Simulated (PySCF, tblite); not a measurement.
# C₆H₁₁O₂ radical: geometry, infrared bands and EPR parameters

Wanted: the infrared bands and EPR parameters of C₆H₁₁O₂ radical (`C=C(OC)[C@H](C)[CH]O`), by calculation.

Programs: tblite 0.8.0 and PySCF 2.14.0, with density-fitted response routines of our own. Each step states its level of theory. These are calculated values for one molecule in the gas phase, unless marked as measured. Atoms count from 0, in the outputs and in this text.

### Step 1. The starting structure

19 atoms, charge 0, multiplicity 2; geometry from: force field or distance geometry start.

Bonds of the start (Å): C0–C1 1.36, C1–O2 1.37, O2–C3 1.42, C1–C4 1.53, C4–C5 1.54, C4–C6 1.49, C6–O7 1.38, C0–H8 1.09, C0–H9 1.07, C3–H10 1.08, C3–H11 1.10, C3–H12 1.08, C4–H13 1.09, C5–H14 1.10, C5–H15 1.10, C5–H16 1.09, C6–H17 1.09, O7–H18 0.97.

### Step 2. Geometry optimisation with GFN2-xTB

The job: settings as JSON, then the geometry in Å.

```
{"job": {"kind": "relax", "xc": "GFN2-xTB", "basis": "xTB"}, "charge": 0, "multiplicity": 2}
C      1.320100    -1.486000    -0.036900
C      0.456900    -0.436000    -0.039900
O      0.728600     0.802100    -0.571100
C      1.967800     1.011400    -1.236800
C     -0.922100    -0.560200     0.615400
C     -2.032500    -0.334900    -0.428400
C     -1.101600     0.364300     1.776400
O     -0.676500     1.672400     1.723900
H      1.038600    -2.433600     0.418100
H      2.296500    -1.444100    -0.470000
H      1.987500     2.029100    -1.606300
H      2.796600     0.881900    -0.524800
H      2.069500     0.330500    -2.073800
H     -1.042000    -1.579500     0.992200
H     -2.012000     0.692900    -0.828900
H     -3.018500    -0.493900     0.032300
H     -1.923900    -1.028000    -1.261800
H     -1.811800     0.191500     2.579300
H     -0.131000     1.829500     0.933600
```

On the command line:

```bash
> OMP_NUM_THREADS=1 python probes_run.py task.json out
```

This one command runs all jobs of the session in turn.

**Question.** This job is followed by: GFN2-xTB harmonic vibrations, gas phase; UKS B3LYP, pcH-1 on C H O, non-relativistic, mean-field spin-orbit, GIAO. Predict these results of the whole session: strongest single infrared mode (GFN2-xTB); zero-point energy (GFN2-xTB); g(iso) (B3LYP); ⟨S²⟩; largest a(iso) (averaged by class); potential on the surface of density 0.002 e/bohr³, 1st and 99th percentile.

As calculated:

```
                                                                  quantity                  value
                                 strongest single infrared mode (GFN2-xTB)  1367 cm⁻¹, 178 km/mol
                                              zero-point energy (GFN2-xTB)          98.2 kcal/mol
                                                            g(iso) (B3LYP)                2.00319
                                                                      ⟨S²⟩     0.754 (exact 0.75)
                                        largest a(iso) (averaged by class)   13C on C6, 117.2 MHz
potential on the surface of density 0.002 e/bohr³, 1st and 99th percentile     -1.60 V and 1.11 V
```

Over 58 steps the energy fell by 0.120 eV; of the close pairs, C0–C1 changed most, 1.359 to 1.325 Å. No mode is imaginary among the 51: a minimum at this level. The strongest single mode, at 1367 cm⁻¹, has its largest shares on C6, H17 and O7 (the list is cut at 3 atoms). Unscaled tight-binding wavenumbers are off by several per cent, some by more. Its intensities can rank the bands wrongly. Most of the unpaired spin sits on C6 (0.88 e). The isotropic g lies 0.9 ppt above the free-electron value. These values are for one conformer; the search (at its own cheap level) found 2 more, at 0.14, 4.85 kcal/mol, and measured spectra average over such forms.
